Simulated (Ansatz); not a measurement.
ZrZnF₆, space group Fm-3m, densities of the highest filled and lowest empty bands

Program: Ansatz 0.2.0, Python API.

Script `partial.py`:
```python
# -*- coding: utf-8 -*-
'''Where the band-edge states of ZrZnF6 lie.'''

import itertools

import ansatz as az
import numpy as np

xtal = (
    az.Lattice.of((0.0, 4.0288961, 4.0288961), (4.0288961, 0.0, 4.0288961), (4.0288961, 4.0288961, 0.0))
    .atom('Zr', (0.0, 0.0, 0.0))
    .atom('Zn', (0.5, 0.5, 0.5))
    .atom('F', (0.75013986, 0.24986014, 0.24986014))
    .atom('F', (0.24986014, 0.75013986, 0.75013986))
    .atom('F', (0.24986014, 0.75013986, 0.24986014))
    .atom('F', (0.75013986, 0.24986014, 0.75013986))
    .atom('F', (0.24986014, 0.24986014, 0.75013986))
    .atom('F', (0.75013986, 0.75013986, 0.24986014))
)

calc = (
    xtal.calculation()
    .functional(az.Functional.R2SCAN)
    .basis(47 * az.Ry, xc_grid=3)
    .kpoints(2, 2, 2, center='gamma')
    .scf(extra_bands=8)
    .occupations('fixed')
    .band_densities([('v2', 'v1'), ('c1', 'c2')])
)
planned = calc.session().plan(threads=1)
facts = planned.describe()
print('plan:', facts['n_bands'], 'bands,', len(facts['kpoints_frac']), 'k-points, plane waves', facts['n_pw_range'], 'grid', facts['fft_dense'])
res = planned.execute()
summary = res.report
# share of each window within a sphere about each atom, summed on the grid
cell = np.asarray(res.lattice.cell_ang)
for names, window in zip([('v2', 'v1'), ('c1', 'c2')], res.band_densities().windows):
    density = window.outcome.density
    rho = density.channels[0].density_e_per_ang3
    axes = density.fft_grid_basis @ cell
    points = np.stack(np.meshgrid(*(np.arange(n) / n for n in rho.shape), indexing='ij'), axis=-1)
    print('bands', names, 'electrons', np.round(window.outcome.n_electrons, 3), 'peak', round(float(rho.max()), 3), 'e/A^3')
    for index, site in enumerate(res.lattice.sites):
        offset = points - np.asarray(site.position_ang) @ np.linalg.inv(axes)
        offset -= np.round(offset)
        distance = np.min([np.linalg.norm((offset + image) @ axes, axis=-1) for image in itertools.product((-1, 0, 1), repeat=3)], axis=0)
        print(f'   {index} {site.symbol:2s} {100 * rho[distance < 1.2].sum() / rho.sum():5.1f} % within 1.2 A')
```

```console
$ python partial.py
plan: 41 bands, 3 k-points, plane waves [4800, 4909] grid [48, 48, 48]
bands ('v2', 'v1') electrons [4.] peak 11.736 e/A^3
   0 Zr   3.4 % within 1.2 A
   1 Zn  57.3 % within 1.2 A
   2 F    6.8 % within 1.2 A
   3 F    6.8 % within 1.2 A
   4 F    6.8 % within 1.2 A
   5 F    6.8 % within 1.2 A
   6 F    6.8 % within 1.2 A
   7 F    6.8 % within 1.2 A
bands ('c1', 'c2') electrons [4.] peak 0.957 e/A^3
   0 Zr  65.9 % within 1.2 A
   1 Zn   0.4 % within 1.2 A
   2 F    3.9 % within 1.2 A
   3 F    3.9 % within 1.2 A
   4 F    3.9 % within 1.2 A
   5 F    3.9 % within 1.2 A
   6 F    3.9 % within 1.2 A
   7 F    3.9 % within 1.2 A
```

These settings explore the input space; cutoff and mesh may be short of convergence. Spin is left out of this run. The k-point mesh is coarse, and energy and stress weren't tested for convergence. The structure comes from a database of computed cells and needn't be a stable or known phase. The windows are summed over all k-points with every state counted as full, the empty ones too; where a window cuts a degenerate level its bands share the weight. Values near the nuclei depend on the potentials. Spheres that overlap count density twice, so shares are no populations. Hardware and time: 5.2 s on 1 thread of Arm Neoverse V2, with other jobs on the host, peak memory 0.63 GiB.

(A comment or docstring line of the script was reworded after the run, the code is as it ran; lines on the test bed's own set-up are left out of the output.)
